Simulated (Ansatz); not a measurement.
# Al₂F₄H₂S₂: basis-set convergence

The task here is to estimate one member of a computed series from the others.

The runs use Ansatz 0.2.0, Gaussian basis; one geometry, several basis sets.

Levels to be run: PBE0-D4/def2-SVP; ωB97M-V/def2-SVP; PBE0-D4/def2-QZVPP; ωB97M-V/def2-QZVPP; the functionals' def2-TZVPP values are taken from earlier runs.

## The geometry

The geometry comes from an earlier relaxation with PBE0-D4 in a triple-zeta def2 set; it is a stationary point, not always the lowest conformer.

SMILES `[F][Al-]1([F])[SH+][Al-]([F])([F])[SH+]1`, 10 atoms, charge 0, spin multiplicity 1.

Atoms are counted from 1 here; the program's logs count them from 0.

Bond lengths: F1–Al2 1.644 Å, Al2–F3 1.644 Å, Al2–S4 2.336 Å, Al2–S8 2.336 Å, S4–Al5 2.336 Å, S4–H9 1.348 Å, Al5–F6 1.644 Å, Al5–F7 1.644 Å, Al5–S8 2.336 Å, S8–H10 1.348 Å. Angles: F1–Al2–F3 123.4°, F1–Al2–S4 109.1°, F1–Al2–S8 107.4°, F3–Al2–S4 107.4°, F3–Al2–S8 109.1°, S4–Al2–S8 97.3°, Al2–S4–Al5 82.7°, Al2–S4–H9 93.0°, Al5–S4–H9 93.0°, S4–Al5–F6 107.4°, S4–Al5–F7 109.1°, S4–Al5–S8 97.3°, F6–Al5–F7 123.4°, F6–Al5–S8 109.1°, F7–Al5–S8 107.4°, Al2–S8–Al5 82.7°, Al2–S8–H10 93.0°, Al5–S8–H10 93.0°.

The first run:

in.yaml

```yaml
crystal:
  periodic: [false, false, false]
  atoms:
    - {symbol: F, position_ang: [0.739050, -2.644479, 0.001101]}
    - {symbol: Al, position_ang: [0.737673, -1.162630, 0.712792]}
    - {symbol: F, position_ang: [1.474262, -0.848698, 2.148594]}
    - {symbol: S, position_ang: [-1.462031, -0.393461, 0.873105]}
    - {symbol: Al, position_ang: [-0.719557, 1.153587, -0.711853]}
    - {symbol: F, position_ang: [-0.715319, 2.631437, 0.008270]}
    - {symbol: F, position_ang: [-1.459435, 0.849884, -2.148065]}
    - {symbol: S, position_ang: [1.477966, 0.379108, -0.878438]}
    - {symbol: H, position_ang: [-1.175224, 0.422563, 1.906400]}
    - {symbol: H, position_ang: [1.185715, -0.438611, -1.908904]}
basis:
  gaussian: {orbitals: def2-SVP}
hamiltonian: {xc: pbe0, dispersion: d4}
output: {orbitals: {seedname: orbitals}}
```

The run is started by

```bash
$ ansatz run in.yaml --threads 4 --pin off --events-out ev --progress --plain --max-ram 11315MiB
```

Steps of the session up to this table: PBE0-D4 in def2-SVP; ωB97M-V in def2-SVP; PBE0-D4 in def2-QZVPP; ωB97M-V in def2-QZVPP.

One table of the session follows, with a row left open; its other results are not shown here.

It belongs to the step «Functionals by basis». 

```
functional       basis  HOMO (eV)
   PBE0-D4    def2-SVP      -9.52
   PBE0-D4  def2-TZVPP          ?
   PBE0-D4  def2-QZVPP      -9.47
   ωB97M-V    def2-SVP     -11.55
   ωB97M-V  def2-TZVPP     -11.52
   ωB97M-V  def2-QZVPP     -11.54
```

Q: Estimate the row for PBE0-D4, def2-TZVPP from the others.

**Answer.** HOMO (eV): -9.46. In the column «HOMO (eV)» it is the highest.
